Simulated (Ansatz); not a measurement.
# CuO: the cost of one run

Computed with Ansatz 0.2.0 (DFT r²SCAN+U (U_eff = 4 eV on Cu d), plane waves, PAW, unless a step's input says otherwise).

## 1. The system as given

It takes space group P-6m2 (No. 187, hexagonal). The conventional cell has a = 2.836 Å, b = 2.836 Å, c = 2.768 Å, α = 90.00°, β = 90.00°, γ = 120.00°. Cu (site symmetry -6m2) has 6 O at 2.14 Å as nearest neighbours. O (site symmetry -6m2) has 6 Cu at 2.14 Å as nearest neighbours.

Coordinates:

```
CELL_PARAMETERS angstrom
2.83633 0.00000 0.00000
-1.41816 2.45633 0.00000
0.00000 0.00000 2.76811
ATOMIC_POSITIONS crystal
Cu 0.00000 0.00000 0.00000
O 0.66667 0.33333 0.50000
```

Magnetic order typed: ferromagnetic.

An earlier series on this cell reached its lowest free state from «random orbitals: drawn by pairs, first filling», perhaps among other starts.

## 2. Random orbitals: single harmonics, second filling

Contents of input.yaml:

```yaml
crystal:
  lattice:
    - [2.83632511, 0.0, 0.0]
    - [-1.41816255, 2.4563296, 0.0]
    - [0.0, 0.0, 2.76811278]
  atoms:
    - { symbol: Cu, position: [0.0, 0.0, 0.0], spin: 1.0 }
    - { symbol: O, position: [0.6666666667, 0.3333333333, 0.5] }
basis:
  ecutwfc: 500
  ecutrho_ratio: 4
kpoints:
  mp_grid: { grid: [8, 8, 7] }
hamiltonian:
  xc: r2scan
  hubbard:
    sites:
      - { site: 0, l: d, u_eff: 4.0, starting_ns: [{ spin: up, occupation_matrix: s0up }, { spin: down, occupation_matrix: s0down }] }
    occupation_matrices:
      s0up:
        matrix:
          - [0.97, 0.0, 0.0, 0.0, 0.0]
          - [0.0, 0.97, 0.0, 0.0, 0.0]
          - [0.0, 0.0, 0.97, 0.0, 0.0]
          - [0.0, 0.0, 0.0, 0.97, 0.0]
          - [0.0, 0.0, 0.0, 0.0, 0.97]
      s0down:
        matrix:
          - [0.97, 0.0, 0.0, 0.0, 0.0]
          - [0.0, 0.97, 0.0, 0.0, 0.0]
          - [0.0, 0.0, 0.02, 0.0, 0.0]
          - [0.0, 0.0, 0.0, 0.97, 0.0]
          - [0.0, 0.0, 0.0, 0.0, 0.97]
    ns_hold: { iters: 12 }
scf:
  occupations: { method: gaussian, width: 0.05 }
  lower_state_search: "off"
  max_iter: 150
output:
  forces: true
  stress: true
  eigenvalues: true
  populations: true
  hubbard: { sites: [{ site: 0, l: d }] }
magnetization:
  spin_polarized: true
```

The typed matrices put 0.97 on the chosen orbitals and 0.02 on the others, and are held for 12 cycles.

Command:

```
> ansatz run input.yaml --threads 2 --pin off --max-ram 3072MiB --backend cpu --events-out ev --progress --plain --runs-dir out
```

What time and memory should one allow on 2 threads of Arm Neoverse V1, shared host?

About 27 s, with a peak of 0.43 GiB.
